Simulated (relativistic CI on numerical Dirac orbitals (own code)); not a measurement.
**W³⁺ (5d3) in crystal fields: levels and magnetism**

Aim: the levels, ground state and powder susceptibility of W³⁺ in 6 parametric crystal fields.

The numbers are computed with relativistic CI on numerical Dirac orbitals (own code) version 1 (Dirac-Coulomb-Breit CI, KLI orbitals optimised for each configuration, model QED (radiative potential, 1s self-energy scaled to tabulated hydrogen-like ionisation energies), valence Slater integrals scaled by 0.8, one configuration in a parametric crystal field), except any that are marked as measured or tabulated.

## Step 1: What is computed

| Property | Result |
| --- | --- |
| ion | W³⁺ (W IV) |
| nuclear charge | 74 |
| electrons | 71 |
| open shell | 5d3 |
| Slater scale | 0.8 |
| field 1 (cm⁻¹) | Td, 10Dq = -3100 |
| field 2 (cm⁻¹) | Td, 10Dq = -5600 |
| field 3 (cm⁻¹) | Td, 10Dq = -8100 |
| field 4 (cm⁻¹) | Td, 10Dq = -10600 |
| field 5 (cm⁻¹) | Td, 10Dq = -13100 |
| field 6 (cm⁻¹) | Td, 10Dq = -15600 |

Outer shells as boxes (Hund's rule):

[Xe] 4f14 5d3
```
[Xe] core
4f [↑↓][↑↓][↑↓][↑↓][↑↓][↑↓][↑↓]
5d [↑ ][↑ ][↑ ][  ][  ]
```

## Step 2: Field 1: Td, 10Dq = -3100

Settings of the run:

```ini
atom W  Z=74  charge=3  electrons=71
nucleus A=184  rms_radius_fm=5.3658
hamiltonian dirac-coulomb  breit=on  qed=on  c_scale=1
orbitals kli  potential=per-configuration
slater_scale 0.8
correlation none
mixing on
configurations
  [Xe] 4f14 5d3
end
crystal_field Td 10Dq=-3100
```

From the run's result record (rounded, not every field):

```text
{
  "status": "converged",
  "cf_levels [E_cm, degeneracy, irrep, S_eff, L_eff, J_eff, g_principal]": [
    [0, 4, "G8", 1.428, 2.927, 1.737, "-"],
    [2372.8, 2, "G7", 1.482, 2.979, 2.59, [1.973, 1.973, 1.973]],
    [3720.9, 4, "G8", 1.47, 2.98, 2.737, "-"],
    [6255.7, 2, "G6", 1.451, 3.048, 3.75, [0.009, 0.009, 0.009]],
    [6257.4, 4, "G8", 1.435, 3.009, 3.515, "-"],
    [6524.3, 2, "G7", 1.434, 3.071, 3.429, [3.819, 3.819, 3.819]],
    [8080.5, 2, "G6", 1.35, 3.226, 4.213, [1.822, 1.822, 1.822]],
    [8450.7, 4, "G8", 1.269, 3.309, 4.252, "-"],
    [10475, 4, "G8", 1.153, 3.486, 4.167, "-"],
    [11536.7, 4, "G8", 1.158, 1.973, 2.548, "-"],
    [12566, 2, "G6", 1.233, 1.642, 1.341, "-"],
    [13669.3, 4, "G8", 0.9535, 3.575, 3.607, "-"],
    [14430, 2, "G7", 0.6214, 3.869, 3.495, "-"],
    [14539, 2, "G6", 0.7343, 4.145, 4.093, "-"],
    [15144.2, 4, "G8", 0.7761, 4.259, 4.348, "-"],
    [16386.9, 2, "G6", 0.7368, 3.939, 3.79, "-"],
    [16891.8, 4, "G8", 1.293, 2.189, 3.052, "-"],
    [16902.9, 2, "G7", 1.438, 1.223, 2.557, "-"],
    "... 21 more rows left out ..."
  ],
  "chiT [K, cm3 K/mol]": [[2, 0.09056], [5, 0.0910961], [10, 0.0919895], [20, 0.0937764], [50, 0.099137], [100, 0.108071], [200, 0.12594], [300, 0.143812]],
  "stabilisation [cm-1]": -727.067,
  "radial 5d3 [Ha, bohr]": {"<r^-3>(5d)": 8.9378, "<r^1>(5d)": 1.7556, "<r^2>(5d)": 3.559, "<r^4>(5d)": 21.092, "F2(5d,5d)": 0.2695, "F4(5d,5d)": 0.17832, "zeta(5d)": 0.011076},
  "n_levels_all": 39,
  "free-ion levels [i, E_cm, J2, term, w_term]": [
    [0, 0, 3, "4F", 0.9078],
    [1, 2954.0273, 5, "4F", 0.9685],
    [2, 5850.5126, 7, "4F", 0.9342],
    [3, 8308.5163, 9, "4F", 0.7818],
    [4, 10875.396, 3, "4P", 0.5551],
    [5, 11967.834, 1, "4P", 0.7886],
    [6, 14663.701, 7, "2G", 0.9173],
    [7, 15139.613, 9, "2H", 0.5639],
    [8, 16142.049, 5, "4P", 0.9355],
    [9, 18238.434, 3, "2D", 0.495],
    [10, 19381.583, 1, "2P", 0.7886],
    [11, 20655.328, 11, "2H", 1],
    [12, 22518.444, 9, "2G", 0.5419],
    [13, 22709.426, 5, "2D", 0.9226],
    [14, 25712.724, 3, "2P", 0.5834],
    [15, 28430.999, 7, "2F", 0.9717],
    [16, 28516.716, 5, "2F", 0.914],
    [17, 42725.059, 3, "2D", 0.9958],
    "... 1 more rows left out ..."
  ]
}
```

Wall time 0.16 s (1 thread, shared host).

## Step 3: Field 2: Td, 10Dq = -5600

Settings: those of step 2 with these lines changed.

```diff
@@ -10,2 +10,2 @@
 end
-crystal_field Td 10Dq=-3100
+crystal_field Td 10Dq=-5600
```

Result record:

```text
{
  "status": "converged",
  "cf_levels [E_cm, degeneracy, irrep, S_eff, L_eff, J_eff, g_principal]": [
    [0, 4, "G8", 1.41, 2.944, 2.017, "-"],
    [2215, 2, "G7", 1.486, 2.97, 2.669, [1.816, 1.816, 1.816]],
    [4103.4, 4, "G8", 1.469, 2.976, 3.132, "-"],
    [6252.9, 2, "G6", 1.451, 3.002, 3.988, [2.524, 2.524, 2.524]],
    [7346.9, 4, "G8", 1.371, 2.978, 3.376, "-"],
    [7937.4, 2, "G7", 1.399, 3.096, 3.365, [3.53, 3.53, 3.53]],
    [8729.1, 4, "G8", 1.013, 3.613, 3.821, "-"],
    [9259.5, 2, "G6", 1.319, 3.288, 3.926, [0.7, 0.7, 0.7]],
    [11262.3, 4, "G8", 1.091, 3.507, 3.959, "-"],
    [13282.4, 4, "G8", 1.082, 2.742, 3.251, "-"],
    [13393, 2, "G6", 1.028, 2.636, 2.439, "-"],
    [14112.3, 4, "G8", 1.1, 3.195, 3.664, "-"],
    [14624, 2, "G7", 0.6794, 3.789, 3.499, "-"],
    [14833.8, 2, "G6", 0.8929, 3.719, 3.83, "-"],
    "... 25 more rows left out ..."
  ],
  "chiT [K, cm3 K/mol]": [[2, 0.117852], [5, 0.118492], [10, 0.119559], [20, 0.121692], [50, 0.128093], [100, 0.13876], [200, 0.160095], [300, 0.181435]],
  "stabilisation [cm-1]": -2020.1,
  "n_levels_all": 39
}
```

Run time: 0.15 s. Hardware: 1 thread, shared host.

## Step 4: Field 3: Td, 10Dq = -8100

Settings: those of step 3 with these lines changed.

```diff
@@ -10,2 +10,2 @@
 end
-crystal_field Td 10Dq=-5600
+crystal_field Td 10Dq=-8100
```

Result record:

```text
{
  "status": "converged",
  "cf_levels [E_cm, degeneracy, irrep, S_eff, L_eff, J_eff, g_principal]": [
    [0, 4, "G8", 1.366, 2.984, 2.299, "-"],
    [2296.5, 2, "G7", 1.489, 2.955, 2.719, [1.676, 1.676, 1.676]],
    [4323.6, 4, "G8", 1.465, 2.955, 3.345, "-"],
    [6286.1, 2, "G6", 1.457, 2.953, 4.029, [3.271, 3.271, 3.271]],
    [7656.4, 4, "G8", 0.8271, 3.724, 3.576, "-"],
    [9230.1, 4, "G8", 1.305, 3.125, 3.369, "-"],
    [9696.8, 2, "G7", 1.325, 3.16, 3.335, [3.148, 3.148, 3.148]],
    [10859.4, 2, "G6", 1.195, 3.525, 3.927, [1.296, 1.296, 1.296]],
    [12307.9, 4, "G8", 1.17, 3.567, 4.112, "-"],
    [14155.5, 2, "G6", 0.9132, 3.223, 3.146, "-"],
    [14908.1, 4, "G8", 1.037, 2.266, 2.648, "-"],
    [14993.9, 4, "G8", 0.9878, 3.823, 4.271, "-"],
    [15138.7, 2, "G7", 0.791, 3.685, 3.499, "-"],
    [15756.4, 2, "G6", 0.9855, 3.233, 3.496, "-"],
    "... 25 more rows left out ..."
  ],
  "chiT [K, cm3 K/mol]": [[2, 0.160653], [5, 0.16135], [10, 0.162512], [20, 0.164835], [50, 0.171804], [100, 0.183418], [200, 0.206648], [300, 0.229881]],
  "stabilisation [cm-1]": -3726.7,
  "n_levels_all": 39
}
```

It took 0.15 s on 1 thread, shared host.

## Step 5: Field 4: Td, 10Dq = -10600

Settings: those of step 4 with these lines changed.

```diff
@@ -10,2 +10,2 @@
 end
-crystal_field Td 10Dq=-8100
+crystal_field Td 10Dq=-10600
```

Result record:

```text
{
  "status": "converged",
  "cf_levels [E_cm, degeneracy, irrep, S_eff, L_eff, J_eff, g_principal]": [
    [0, 4, "G8", 1.276, 3.077, 2.615, "-"],
    [2673.7, 2, "G7", 1.491, 2.939, 2.749, [1.578, 1.578, 1.578]],
    [4675.2, 4, "G8", 1.449, 2.954, 3.44, "-"],
    [6588.2, 2, "G6", 1.462, 2.915, 4.024, [3.542, 3.542, 3.542]],
    [6688.8, 4, "G8", 0.8881, 3.749, 3.496, "-"],
    [11043.7, 4, "G8", 1.223, 3.083, 3.383, "-"],
    [11579.4, 2, "G7", 1.171, 3.291, 3.35, [2.601, 2.601, 2.601]],
    [12379.7, 2, "G6", 0.9473, 3.945, 4.13, [1.105, 1.105, 1.105]],
    [13752.2, 4, "G8", 0.9403, 3.989, 4.172, "-"],
    [15245.4, 2, "G6", 0.9462, 2.987, 2.988, "-"],
    [16211.2, 2, "G7", 0.9846, 3.528, 3.471, "-"],
    [16220.3, 4, "G8", 1.151, 3.015, 3.601, "-"],
    [16580.6, 4, "G8", 1.051, 2.958, 3.504, "-"],
    [17167.2, 2, "G6", 1.067, 3.192, 3.622, "-"],
    "... 25 more rows left out ..."
  ],
  "chiT [K, cm3 K/mol]": [[2, 0.204978], [5, 0.205678], [10, 0.206846], [20, 0.209181], [50, 0.216185], [100, 0.227859], [200, 0.251208], [300, 0.274557]],
  "stabilisation [cm-1]": -5830.27,
  "n_levels_all": 39
}
```

Wall time 0.15 s (1 thread, shared host).

## Step 6: Field 5: Td, 10Dq = -13100

Settings: those of step 5 with these lines changed.

```diff
@@ -10,2 +10,2 @@
 end
-crystal_field Td 10Dq=-10600
+crystal_field Td 10Dq=-13100
```

Result record:

```text
{
  "status": "converged",
  "cf_levels [E_cm, degeneracy, irrep, S_eff, L_eff, J_eff, g_principal]": [
    [0, 4, "G8", 1.121, 3.247, 2.98, "-"],
    [3472.4, 2, "G7", 1.493, 2.923, 2.769, [1.511, 1.511, 1.511]],
    [5287.1, 4, "G8", 1.378, 3.067, 3.426, "-"],
    [6353.2, 4, "G8", 1.144, 3.488, 3.354, "-"],
    [7315.2, 2, "G6", 1.467, 2.887, 4.011, [3.668, 3.668, 3.668]],
    [13020.8, 4, "G8", 1.058, 3.187, 3.498, "-"],
    [13448.5, 2, "G7", 0.9419, 3.461, 3.409, [1.92, 1.92, 1.92]],
    [13750.1, 2, "G6", 0.7282, 4.256, 4.335, [0.771, 0.771, 0.771]],
    [15146.2, 4, "G8", 0.7319, 4.292, 4.253, "-"],
    [16805.6, 2, "G6", 0.8358, 2.668, 2.615, "-"],
    [18081.8, 4, "G8", 0.9976, 2.549, 2.97, "-"],
    [18196.9, 2, "G7", 1.207, 3.332, 3.406, "-"],
    [18894.2, 4, "G8", 1.312, 3.154, 4.025, "-"],
    [19327.7, 2, "G6", 1.255, 3.217, 3.822, "-"],
    "... 25 more rows left out ..."
  ],
  "chiT [K, cm3 K/mol]": [[2, 0.236757], [5, 0.237417], [10, 0.238515], [20, 0.240713], [50, 0.247305], [100, 0.258291], [200, 0.280264], [300, 0.302238]],
  "stabilisation [cm-1]": -8420.02,
  "n_levels_all": 39
}
```

Wall time 0.15 s (1 thread, shared host).

## Step 7: Field 6: Td, 10Dq = -15600

Settings: those of step 6 with these lines changed.

```diff
@@ -10,2 +10,2 @@
 end
-crystal_field Td 10Dq=-13100
+crystal_field Td 10Dq=-15600
```

Result record:

```text
{
  "status": "converged",
  "cf_levels [E_cm, degeneracy, irrep, S_eff, L_eff, J_eff, g_principal]": [
    [0, 4, "G8", 0.9325, 3.446, 3.316, "-"],
    [4786.9, 2, "G7", 1.494, 2.908, 2.781, [1.465, 1.465, 1.465]],
    [6145.4, 4, "G8", 1.306, 3.226, 3.17, "-"],
    [7170.2, 4, "G8", 1.382, 3.102, 3.392, "-"],
    [8566.5, 2, "G6", 1.47, 2.867, 3.998, [3.736, 3.736, 3.736]],
    [15102.8, 4, "G8", 0.8728, 3.357, 3.654, "-"],
    [15299.3, 2, "G6", 0.6257, 4.389, 4.445, [0.642, 0.642, 0.642]],
    [15364.3, 2, "G7", 0.7516, 3.577, 3.469, [1.378, 1.378, 1.378]],
    [16778.5, 4, "G8", 0.6654, 4.358, 4.26, "-"],
    [18634.6, 2, "G6", 0.6907, 2.605, 2.521, "-"],
    [20182.3, 4, "G8", 0.8174, 2.655, 3.018, "-"],
    [21208.8, 2, "G7", 1.35, 3.185, 3.341, "-"],
    [22162.6, 4, "G8", 1.419, 3.072, 4.008, "-"],
    [22461.5, 2, "G6", 1.383, 3.167, 3.847, "-"],
    "... 25 more rows left out ..."
  ],
  "chiT [K, cm3 K/mol]": [[2, 0.248762], [5, 0.249359], [10, 0.250355], [20, 0.252345], [50, 0.258318], [100, 0.268271], [200, 0.288179], [300, 0.308086]],
  "stabilisation [cm-1]": -11569.7,
  "n_levels_all": 39
}
```

It took 0.15 s on 1 thread, shared host.

## Step 8: Comparison of the fields

| field | ground state | degeneracy | S | J | first gap (cm⁻¹) | stabilisation (cm⁻¹) | χT at 2 K | χT at 300 K |
| --- | --- | --- | --- | --- | --- | --- | --- | --- |
| 1: Td | G8 | 4 | 1.43 | 1.74 | 2373 | -727 | 0.091 | 0.144 |
| 2: Td | G8 | 4 | 1.41 | 2.02 | 2215 | -2020 | 0.118 | 0.181 |
| 3: Td | G8 | 4 | 1.37 | 2.30 | 2296 | -3727 | 0.161 | 0.230 |
| 4: Td | G8 | 4 | 1.28 | 2.62 | 2674 | -5830 | 0.205 | 0.275 |
| 5: Td | G8 | 4 | 1.12 | 2.98 | 3472 | -8420 | 0.237 | 0.302 |
| 6: Td | G8 | 4 | 0.93 | 3.32 | 4787 | -11570 | 0.249 | 0.308 |

χT is in cm³ K/mol; stabilisation counts from the free ion's lowest level; S and J come from the expectation values of their squares.

## Step 9: Results

```
                           quantity                                                 value
ground spin (effective S from ⟨S²⟩)  1: 1.43, 2: 1.41, 3: 1.37, 4: 1.28, 5: 1.12, 6: 0.93
                        χT at 300 K                                0.14 to 0.31 cm³ K/mol
```

What this shows: S of the ground state lies between 0.93 and 1.43: spin-orbit coupling mixes spin states. The field is a set of parameters, without covalency or charge transfer.
